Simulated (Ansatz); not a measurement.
# C2H9FSi2: a ladder of functionals and wavefunction methods

One table from this session's results is given with a row withheld; the runs are named, their logs left out.

Method: functionals in def2-TZVPP, the program's frozen cores in correlated methods; program: Ansatz 0.2.0, Gaussian basis.

Levels to be run: PBE-D4, r2SCAN-D4, PBE0-D4, B3LYP-D4, ωB97X-V, ωB97M-V, B2PLYP; CCSD(T)/def2-TZVPP; MP2/def2-QZVPP; extrapolation to the limit.

## The relaxed structure

All runs share one geometry, relaxed beforehand with PBE0-D4 in a triple-zeta def2 set.

SMILES `CC(F)([SiH3])[SiH3]`, 14 atoms, charge 0, spin multiplicity 1.

Atoms are counted from 1 here; the program's logs count them from 0.

Bond lengths: C1–C2 1.517 Å, C1–H6 1.094 Å, C1–H7 1.094 Å, C1–H8 1.093 Å, C2–F3 1.421 Å, C2–Si4 1.902 Å, C2–Si5 1.902 Å, Si4–H9 1.484 Å, Si4–H10 1.488 Å, Si4–H11 1.486 Å, Si5–H12 1.486 Å, Si5–H13 1.484 Å, Si5–H14 1.488 Å. Angles: C2–C1–H6 111.0°, C2–C1–H7 111.0°, C2–C1–H8 110.3°, H6–C1–H7 108.1°, H6–C1–H8 108.1°, H7–C1–H8 108.1°, C1–C2–F3 107.9°, C1–C2–Si4 111.8°, C1–C2–Si5 111.8°, F3–C2–Si4 106.1°, F3–C2–Si5 106.1°, Si4–C2–Si5 112.6°, C2–Si4–H9 110.2°, C2–Si4–H10 108.8°, C2–Si4–H11 109.0°, H9–Si4–H10 109.4°, H9–Si4–H11 110.0°, H10–Si4–H11 109.5° and more.

The first run:

File in.yaml:

```yaml
crystal:
  periodic: [false, false, false]
  atoms:
    - {symbol: C, position_ang: [-1.138341, 0.329661, 1.036080]}
    - {symbol: C, position_ang: [0.197867, 0.221358, 0.326539]}
    - {symbol: F, position_ang: [1.172427, 0.876653, 1.127384]}
    - {symbol: Si, position_ang: [0.186657, 1.132062, -1.343065]}
    - {symbol: Si, position_ang: [0.770005, -1.585707, 0.170678]}
    - {symbol: H, position_ang: [-1.425838, 1.375854, 1.173869]}
    - {symbol: H, position_ang: [-1.099589, -0.145112, 2.020591]}
    - {symbol: H, position_ang: [-1.920173, -0.163303, 0.451822]}
    - {symbol: H, position_ang: [1.533398, 1.077667, -1.964567]}
    - {symbol: H, position_ang: [-0.799048, 0.472762, -2.241297]}
    - {symbol: H, position_ang: [-0.213743, 2.545934, -1.120013]}
    - {symbol: H, position_ang: [0.809159, -2.198779, 1.524076]}
    - {symbol: H, position_ang: [2.115776, -1.644587, -0.452555]}
    - {symbol: H, position_ang: [-0.201459, -2.323564, -0.680740]}
basis:
  gaussian: {orbitals: def2-TZVPP}
hamiltonian: {xc: pbe, dispersion: d4}
output: {forces: true, orbitals: {seedname: orbitals}}
```

The run is started by

```sh
$ ansatz run in.yaml --threads 4 --pin off --events-out ev --progress --plain --max-ram 10444MiB
```

Steps of the session up to this table: PBE-D4 (GGA); r2SCAN-D4 (meta-GGA); PBE0-D4 (hybrid); B3LYP-D4 (hybrid); ωB97X-V (range-separated); ωB97M-V (range-separated); B2PLYP (double hybrid); CCSD(T) in def2-TZVPP; MP2 in def2-QZVPP.

One of the session's tables, all rows but one given; the rest of the session is left out.

It belongs to the step «Atomisation energies». 

| method | atomisation energy (kcal/mol) |
| --- | --- |
| PBE-D4 | 1136.9 |
| r2SCAN-D4 | 1132.2 |
| PBE0-D4 | 1126.0 |
| B3LYP-D4 | 1131.5 |
| ωB97X-V | 1138.5 |
| ωB97M-V | 1134.5 |
| B2PLYP | ? |
| HF/def2-TZVPP | 850.2 |
| MP2/def2-TZVPP | 1109.1 |
| CCSD/def2-TZVPP | 1092.8 |
| CCSD(T)/def2-TZVPP | 1105.3 |
| MP2/CBS | 1136.3 |
| CCSD(T)/CBS | 1132.5 |

Q: Estimate the row for B2PLYP from the others.

**Answer.** atomisation energy (kcal/mol): 1116.8. In the column «atomisation energy (kcal/mol)» it lies between MP2/def2-TZVPP (1109.1) and PBE0-D4 (1126.0).

Caveats from the session: Free atoms (2 C, 1 F, 2 Si, 9 H) were run apart at each level; the atomisation energy is their sum less the molecule, without zero-point or spin-orbit terms.
